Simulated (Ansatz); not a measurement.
# KScS2: the cost of one run

The runs shown are made with Ansatz 0.2.0. PAW datasets, plane waves. Computed, not measured; no magnetism was allowed, and the structure may never have been made.

## 1. Starting point

The cell was relaxed beforehand with r2SCAN.

It is tetragonal, P4/mmm (No. 123); a = 4.035 Å, c = 5.465 Å in the conventional setting, 22.25 Å³ an atom. Near K stand 6 S at 2.73–2.85 Å; near S stand 2 K at 2.73 Å and 4 Sc at 2.85 Å; near Sc stand 6 S at 2.73–2.85 Å; near S stand 2 Sc at 2.73 Å and 4 K at 2.85 Å.

The structure in full:

```cif
data_structure
_symmetry_space_group_name_H-M 'P 1'
_symmetry_Int_Tables_number 1
_cell_length_a 4.0353
_cell_length_b 4.0353
_cell_length_c 5.4655
_cell_angle_alpha 90.000
_cell_angle_beta 90.000
_cell_angle_gamma 90.000
_cell_volume 89.00
loop_
_atom_site_label
_atom_site_type_symbol
_atom_site_fract_x
_atom_site_fract_y
_atom_site_fract_z
_atom_site_occupancy
K1 K 0.00000 0.00000 0.00000 1
S1 S 0.00000 0.00000 0.50000 1
Sc1 Sc 0.50000 0.50000 0.50000 1
S2 S 0.50000 0.50000 0.00000 1
```

## 2. PBE band path

Contents of input.yaml:

```yaml
crystal:
  lattice:
    - [4.0352598669, 0.0, 0.0]
    - [0.0, 4.0352598669, 0.0]
    - [0.0, 0.0, 5.4654930334]
  atoms:
    - { symbol: K, position: [0.0, 0.0, 0.0] }
    - { symbol: S, position: [0.0, 0.0, 0.5] }
    - { symbol: Sc, position: [0.5, 0.5, 0.5] }
    - { symbol: S, position: [0.5, 0.5, 0.0] }
kpoints:
  mp_grid: { grid: [6, 6, 6] }
  band_path:
    path:
      - [[0.0, 0.0, 0.0], [3.291559508579e-52, 0.5, 0.0], [0.5, 0.5, 0.0], [0.0, 0.0, 0.0], [0.0, 0.0, 0.5], [3.291559508579e-52, 0.5, 0.5], [0.5, 0.5, 0.5], [0.0, 0.0, 0.5]]
      - [[3.291559508579e-52, 0.5, 0.0], [3.291559508579e-52, 0.5, 0.5]]
      - [[0.5, 0.5, 0.0], [0.5, 0.5, 0.5]]
    npoints: 10
hamiltonian:
  xc: pbe
scf:
  occupations: { method: fermi_dirac, width: 0.02 }
  n_extra_bands: 5
output:
  forces: true
  stress: true
  eigenvalues: true
```

Run with:

```bash
> ansatz run input.yaml --threads 2 --pin off --max-ram 2211MiB --backend cpu --events-out ev --progress --plain --runs-dir out
```

Q: Estimate wall time and peak memory on 2 threads of Intel Xeon Platinum 8375C at 2.90GHz (Ice Lake), shared host.

About 2.6 s, with a peak of 0.55 GiB.
